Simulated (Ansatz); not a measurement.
# TeAs: the cost of one run

Method: DFT PBEsol+D3(BJ), scalar-relativistic, plane waves, PAW, in Ansatz 0.2.0.

## Step 1: The structure to begin with

Symmetry: Fm-3m, No. 225, cubic system. Conventional cell: a = 5.935 Å, b = 5.935 Å, c = 5.935 Å, α = 90.00°, β = 90.00°, γ = 90.00°. Te (site symmetry m-3m) is surrounded by 6 As at 2.97 Å. As (site symmetry m-3m) has 6 Te at 2.97 Å in its first shell of neighbours.

Coordinates:

```cif
data_structure
_symmetry_space_group_name_H-M 'Fm-3m'
_symmetry_Int_Tables_number 225
_cell_length_a 5.9353
_cell_length_b 5.9353
_cell_length_c 5.9353
_cell_angle_alpha 90.000
_cell_angle_beta 90.000
_cell_angle_gamma 90.000
_cell_volume 209.09
loop_
_atom_site_label
_atom_site_type_symbol
_atom_site_symmetry_multiplicity
_atom_site_Wyckoff_symbol
_atom_site_fract_x
_atom_site_fract_y
_atom_site_fract_z
_atom_site_occupancy
Te1 Te 4 b 0.50000 0.00000 0.00000 1
As1 As 4 a 0.00000 0.00000 0.00000 1
```

It goes back to an entry of the Materials Project, which need not be the stable form.

No relaxation comes first: the listed cell is the starting point.

## Step 2: Zero of energy

Reference values: F = -11715.1934 eV; pressure -5.47 GPa; largest force 0.000 eV/Å; gap on the mesh none (metal). It was computed beforehand with the settings of the runs below.

## Step 3: Setting up shifting one sublattice

Every Te atom is moved by x along the Cartesian unit vector (0.000, 0.000, 1.000); the cell and all other atoms stay fixed. Forces below are components along that vector, summed over the moved atoms.

## Step 4: At x = -0.300 Å

Input file input.yaml:

```yaml
crystal:
  lattice:
    - [0.0, 2.967667, 2.967667]
    - [2.967667, 0.0, 2.967667]
    - [2.967667, 2.967667, 0.0]
  atoms:
    - { symbol: Te, position: [0.4494552455, 0.4494552455, 0.5505447545] }
    - { symbol: As, position: [0.0, 0.0, 0.0] }
basis:
  ecutwfc: 420
kpoints:
  mp_grid: { grid: [14, 14, 14] }
hamiltonian:
  xc: pbesol
  dispersion: d3bj
scf:
  occupations: { method: gaussian, width: 0.15 }
output:
  forces: true
  stress: true
  eigenvalues: true
  write_density: true
  write_potential: true
  elf: true
  volumetric_format: npy
```

Launch:

```
$ ansatz run input.yaml --threads 1 --pin off --max-ram 2560MiB --backend cpu --events-out ev --progress --plain --runs-dir out
```

**Question.** How long does this run take on 1 thread of Intel Xeon Platinum 8488C (Sapphire Rapids), shared host, and how much memory does it need?

About 18 s, with a peak of 0.59 GiB.
